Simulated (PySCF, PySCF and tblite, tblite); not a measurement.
# C5H3N3: telling isomers apart by computed NMR, part 2 of 2

PySCF and tblite. Atoms count from 0.

### 10 Shieldings, isomer A, conformer 1: KT3/pcSseg-1 in dichloromethane

Job settings and geometry (Å):

```
{"job": {"xc": "KT3", "basis": "pcSseg-1", "solvent": "dichloromethane", "grid": 3, "scf": {"damp": 0.3}, "kind": "nmr", "pop": false}, "charge": 0, "multiplicity": 1}
N      3.527218    -0.349093     0.027465
C      2.377310    -0.368499     0.038123
C      0.947837    -0.345180     0.043913
C      0.267421     0.863195    -0.133343
C     -1.108366     0.805856    -0.116094
C     -1.684219    -0.445432     0.074695
N     -0.981111    -1.555603     0.237359
N      0.330077    -1.512752     0.223429
H      0.810866     1.789161    -0.275959
H     -1.719916     1.690639    -0.244629
H     -2.761693    -0.569620     0.099077
```

Standard output:

```text
damping 0.30 in the first 6 cycles
final grid: 141720 points
cycle   1  E = -362.0492495531  dE =  1.316e+00  |g| = 4.789e-01  |ddm| = 3.569e+00
cycle   2  E = -361.9983829801  dE =  5.087e-02  |g| = 6.714e-01  |ddm| = 9.992e-01
cycle   3  E = -361.7896317964  dE =  2.088e-01  |g| = 1.162e+00  |ddm| = 1.292e+00
cycle   4  E = -361.1926600297  dE =  5.970e-01  |g| = 1.874e+00  |ddm| = 2.861e+00
cycle   5  E = -360.3667942963  dE =  8.259e-01  |g| = 2.647e+00  |ddm| = 3.774e+00
cycle   6  E = -350.1204695518  dE =  1.025e+01  |g| = 6.320e+00  |ddm| = 1.303e+01
cycle   7  E = -324.0228142199  dE =  2.610e+01  |g| = 9.151e+00  |ddm| = 3.119e+01
cycle   8  E = -358.8688035129  dE = -3.485e+01  |g| = 3.574e+00  |ddm| = 2.883e+01
cycle   9  E = -358.4306222705  dE =  4.382e-01  |g| = 3.364e+00  |ddm| = 6.017e+00
cycle  10  E = -361.7156511482  dE = -3.285e+00  |g| = 1.228e+00  |ddm| = 4.386e+00
cycle  11  E = -361.9314756674  dE = -2.158e-01  |g| = 8.048e-01  |ddm| = 1.628e+00
cycle  12  E = -362.0847373007  dE = -1.533e-01  |g| = 2.679e-01  |ddm| = 8.294e-01
cycle  13  E = -362.0973378325  dE = -1.260e-02  |g| = 1.561e-01  |ddm| = 3.248e-01
cycle  14  E = -362.1025388074  dE = -5.201e-03  |g| = 3.348e-02  |ddm| = 1.227e-01
cycle  15  E = -362.1027672292  dE = -2.284e-04  |g| = 1.459e-02  |ddm| = 3.625e-02
cycle  16  E = -362.1028043607  dE = -3.713e-05  |g| = 7.461e-03  |ddm| = 1.614e-02
cycle  17  E = -362.1028172828  dE = -1.292e-05  |g| = 1.872e-03  |ddm| = 7.030e-03
cycle  18  E = -362.1028180599  dE = -7.771e-07  |g| = 6.083e-04  |ddm| = 2.375e-03
cycle  19  E = -362.1028181537  dE = -9.383e-08  |g| = 1.016e-04  |ddm| = 6.050e-04
cycle  20  E = -362.1028181553  dE = -1.612e-09  |g| = 6.942e-05  |ddm| = 1.479e-04
cycle  21  E = -362.1028181565  dE = -1.142e-09  |g| = 1.842e-05  |ddm| = 6.472e-05
cycle  22  E = -362.1028181565  dE = -6.878e-11  |g| = 6.889e-06  |ddm| = 2.021e-05
converged SCF energy = -362.1028181565

GIAO shielding tensors (ppm)
atom      isotropic    diamagn.    paramagn.     s11        s22        s33       span
  0 N      -19.584     341.960    -361.544   -152.810   -147.422    241.480    394.290
  1 C       70.065     259.089    -189.024    -40.056    -28.252    278.504    318.560
  2 C       51.940     252.314    -200.373    -68.468     83.245    141.044    209.512
  3 C       55.998     250.082    -194.084    -47.720     38.835    176.880    224.600
  4 C       63.957     252.271    -188.315    -44.718     52.455    184.133    228.851
  5 C       40.475     248.932    -208.457    -69.404     40.617    150.213    219.617
  6 N     -147.772     323.078    -470.851   -504.882   -177.349    238.913    743.795
  7 N     -156.672     322.338    -479.009   -533.668   -174.061    237.714    771.382
  8 H       23.694      31.121      -7.427     20.527     22.854     27.700      7.173
  9 H       23.912      30.111      -6.199     21.029     23.110     27.597      6.568
 10 H       22.313      28.378      -6.065     19.855     20.320     26.763      6.908
```

Wall time 46 s (1 thread of AMD EPYC, shared host).

In short: HOMO -6.16 eV, LUMO -3.01 eV; dipole 7.38 D.

### 11 Single-point energy, isomer A, conformer 1: M06-2X/def2-SVP in dichloromethane

Changed since step 10:

```diff
@@ -1,2 +1,2 @@
-{"job": {"xc": "KT3", "basis": "pcSseg-1", "solvent": "dichloromethane", "grid": 3, "scf": {"damp": 0.3}, "kind": "nmr", "pop": false}, "charge": 0, "multiplicity": 1}
+{"job": {"xc": "M06-2X", "basis": "def2-SVP", "solvent": "dichloromethane", "kind": "sp"}, "charge": 0, "multiplicity": 1}
 N      3.527218    -0.349093     0.027465
```

Standard output:

```text
coarse grid: 48680 points
cycle   1  E = -356.0581112409  dE =  1.787e+00  |g| = 4.862e-01  |ddm| = 4.313e+00
cycle   2  E = -356.0096398982  dE =  4.847e-02  |g| = 7.157e-01  |ddm| = 1.048e+00
cycle   3  E = -356.1216440948  dE = -1.120e-01  |g| = 7.597e-02  |ddm| = 5.960e-01
cycle   4  E = -356.1228904490  dE = -1.246e-03  |g| = 2.883e-02  |ddm| = 1.275e-01
cycle   5  E = -356.1230802700  dE = -1.898e-04  |g| = 8.221e-03  |ddm| = 4.510e-02
cycle   6  E = -356.1230948701  dE = -1.460e-05  |g| = 2.957e-03  |ddm| = 1.066e-02
cycle   7  E = -356.1230968794  dE = -2.009e-06  |g| = 7.513e-04  |ddm| = 3.702e-03
final grid: 105136 points
cycle   8  E = -356.1225699720  dE = -1.902e-06  |g| = 1.340e-03  |ddm| = 8.871e-03
cycle   9  E = -356.1225696521  dE =  3.199e-07  |g| = 1.898e-03  |ddm| = 2.476e-03
cycle  10  E = -356.1225703960  dE = -7.439e-07  |g| = 1.798e-04  |ddm| = 1.370e-03
cycle  11  E = -356.1225704020  dE = -6.001e-09  |g| = 1.129e-04  |ddm| = 2.809e-04
cycle  12  E = -356.1225704050  dE = -2.962e-09  |g| = 3.205e-05  |ddm| = 1.338e-04
cycle  13  E = -356.1225704053  dE = -2.661e-10  |g| = 5.038e-06  |ddm| = 4.499e-05
converged SCF energy = -356.1225704053
```

Wall time 17 s (1 thread of AMD EPYC, shared host).

Key values: HOMO -8.88 eV, LUMO -1.20 eV; dipole 7.38 D.

### 12 The ensemble, isomer A: properties at KT3/pcSseg-1 in dichloromethane

Job settings and geometry (Å):

```
{"job": {"study": "conf", "smiles": "N#Cc1cccnn1", "search": {"seed": 2471, "n_embed": 45, "ff_keep": 10, "window": 2.5, "nmax": 6, "temps": [250, 298.15, 350], "t_ref": 298.15, "order": 0.001}, "level": {"nmr": {"xc": "KT3", "basis": "pcSseg-1", "solvent": "dichloromethane", "grid": 3, "scf": {"damp": 0.3}}, "sp": {"xc": "M06-2X", "basis": "def2-SVP", "solvent": "dichloromethane"}, "alter": {"geometry": "GFN1-xTB"}, "change": "KT3/pcSseg-1; solvent dichloromethane; energies M06-2X/def2-SVP; grid level 3; damp 0.3; GFN1-xTB geometries"}, "kind": "conf"}, "charge": 0, "multiplicity": 1}
N      3.527218    -0.349093     0.027465
C      2.377310    -0.368499     0.038123
C      0.947837    -0.345180     0.043913
C      0.267421     0.863195    -0.133343
C     -1.108366     0.805856    -0.116094
C     -1.684219    -0.445432     0.074695
N     -0.981111    -1.555603     0.237359
N      0.330077    -1.512752     0.223429
H      0.810866     1.789161    -0.275959
H     -1.719916     1.690639    -0.244629
H     -2.761693    -0.569620     0.099077
```

Standard output:

```text
conformer  sym    E(xTB)   E(DFT)   G(298.15 K)  weight  dipole/D
    1     Cs      0.000    0.000    0.000   1.0000    7.384

mean shielding (ppm) by class
class atoms           250 K   298.15 K      350 K
  0 N  0            -19.584    -19.584    -19.584
  1 C  1             70.065     70.065     70.065
  2 C  2              51.94      51.94      51.94
  3 C  3             55.998     55.998     55.998
  4 C  4             63.957     63.957     63.957
  5 C  5             40.475     40.475     40.475
  6 N  6           -147.772   -147.772   -147.772
  7 N  7           -156.672   -156.672   -156.672
  8 H  8             23.694     23.694     23.694
  9 H  9             23.912     23.912     23.912
 10 H  10            22.312     22.312     22.312
```

Wall time 63 s (1 thread of AMD EPYC, shared host). This counts the runs that the step sums up.

Against the first level, at 298 K (shieldings, ppm; largest changes first):

```tsv
atoms	wB97X-D/pcSseg-1 in dimethylsulfoxide	KT3/pcSseg-1 in dichloromethane	change
N7	-191.8	-156.7	+35.2
N6	-177.0	-147.8	+29.2
C3	41.1	56.0	+14.9
N0	-34.0	-19.6	+14.4
C5	26.9	40.5	+13.6
C4	51.1	64.0	+12.9
C2	40.5	51.9	+11.4
C1	61.6	70.1	+8.5
H8	23.16	23.69	+0.53
H9	23.45	23.91	+0.46
```

Weights: from PBE0/def2-SVP in dimethylsulfoxide energies 1: 100 %; from M06-2X/def2-SVP in dichloromethane energies 1: 100 % (with a dispersion term where the level has one and the same thermal terms, so they don't follow from the SCF energies alone). Times: 49 s and 63 s.

### 13 Which isomer fits the signals?

Job settings and geometry (Å):

```
{"job": {"study": "set", "relation": "regioisomers", "members": [{"smiles": "[N:1]#[C:2][c:3]1[cH:4][cH:5][cH:6][n:7][n:8]1"}, {"smiles": "[N:1]#[C:2][c:3]1[cH:4][cH:5][n:6][n:7][cH:8]1"}], "charge": 0, "search": {"seed": 2471, "n_embed": 45, "ff_keep": 10, "window": 2.5, "nmax": 6, "temps": [250, 298.15, 350], "t_ref": 298.15, "order": 0.001}, "level": {"nmr": {"xc": "wB97X-D", "basis": "pcSseg-1", "solvent": "dimethylsulfoxide"}, "sp": {"xc": "PBE0", "basis": "def2-SVP", "solvent": "dimethylsulfoxide"}}, "dp4": {"C": [1.5, 10], "H": [0.15, 10]}, "second_levels": [{"nmr": {"xc": "KT3", "basis": "pcSseg-1", "solvent": "dichloromethane", "grid": 3, "scf": {"damp": 0.3}}, "wide": true, "sp": {"xc": "M06-2X", "basis": "def2-SVP", "solvent": "dichloromethane"}, "alter": {"geometry": "GFN1-xTB"}, "change": "KT3/pcSseg-1; solvent dichloromethane; energies M06-2X/def2-SVP; grid level 3; damp 0.3; GFN1-xTB geometries"}], "kind": "set"}, "charge": 0, "multiplicity": 1}
N      3.516681    -0.346388     0.027034
C      2.372256    -0.372978     0.038770
C      0.951373    -0.348966     0.044480
C      0.270934     0.865563    -0.133837
C     -1.107239     0.807888    -0.116256
C     -1.686095    -0.446861     0.074759
N     -0.971520    -1.546014     0.236048
N      0.317006    -1.505297     0.222900
H      0.813377     1.788153    -0.276293
H     -1.713997     1.691131    -0.243938
H     -2.757351    -0.583562     0.100371
```

Standard output:

```text
isomer  G rel   conformers  SMILES
A     0.083      1   N#Cc1cccnn1
B     0.000      1   N#Cc1ccnnc1

signals of isomer A at the second level: probabilities [1.0, 0.0]
```

It took 2.7 min on 1 thread of AMD EPYC, shared host. This counts the whole study up to here.

The 2 candidates (regioisomers), with energies and dipoles from their ensembles above, at 298 K; shieldings at wB97X-D/pcSseg-1 in dimethylsulfoxide:

```tsv
isomer	SMILES	conformers	ΔE	ΔG	μ rms (D)
A	N#Cc1cccnn1	1	0.07	0.08	7.63
B	N#Cc1ccnnc1	1	0.00	0.00	3.00
```

Energies in kcal/mol.

The signals of isomer A, computed at a second level (KT3/pcSseg-1 in dichloromethane on GFN1-xTB geometries), stand in for a spectrum. The test takes 5 C values, 3 H values (hydrogens on carbon alone). Each candidate's shieldings are matched to them as sorted lists by a straight-line fit, or by a shift alone where signals are few or close (slope 1; a small slope inflates the errors), and the errors are weighed by Student-t tails (C: width 1.5 ppm, H: width 0.15 ppm).

```tsv
candidate	C slope	C mean error	C largest	H slope	H mean error	H largest	P(C)	P(H)	P(all)
A	1.13	1.5	2.3	1.00	0.04	0.07	100.0	100.0	100.0
B	1.55	3.1	7.6	1.00	0.54	0.82	0.0	0.0	0.0
```

Errors in ppm, probabilities in per cent.

### 14 Outcome

The summary covers parts 1 to 2.

| quantity | value |
| --- | --- |
| conformers, isomer A | 1; the first in weight is no. 1 (Cs), 100 % at 298 K |
| root-mean-square dipole, isomer A | 7.63 D |
| averaged ¹³C shifts, isomer A (wB97X-D/pcSseg-1 in dimethylsulfoxide) | 161.1, 147.5, 146.9, 136.9, 126.4 ppm |
| averaged ¹H shifts, isomer A (wB97X-D/pcSseg-1 in dimethylsulfoxide) | 9.90, 8.64, 8.36 ppm |
| conformers, isomer B | 1; the first in weight is no. 1 (Cs), 100 % at 298 K |
| root-mean-square dipole, isomer B | 3.00 D |
| averaged ¹³C shifts, isomer B (wB97X-D/pcSseg-1 in dimethylsulfoxide) | 160.8, 160.7, 141.4, 125.8, 120.2 ppm |
| averaged ¹H shifts, isomer B (wB97X-D/pcSseg-1 in dimethylsulfoxide) | 10.04, 9.87, 8.40 ppm |
| lowest in free energy | A, B, within 0.5 kcal/mol of one another |
| signals of A (KT3/pcSseg-1 in dichloromethane on GFN1-xTB geometries) | best fit A, 100 % |

What this shows: The search found one conformer for isomer A in the window, so the averages are its own values. The search found one conformer for isomer B in the window, so the averages are its own values. Between wB97X-D/pcSseg-1 in dimethylsulfoxide and KT3/pcSseg-1 in dichloromethane, N7 of isomer A changes most, by 35.2 ppm of raw shielding (the geometries differ too). The test names the right isomer, A, with 100 %. The stand-in spectrum is computed, so it shares conformers and some errors with the candidates; a measured one would test harder.
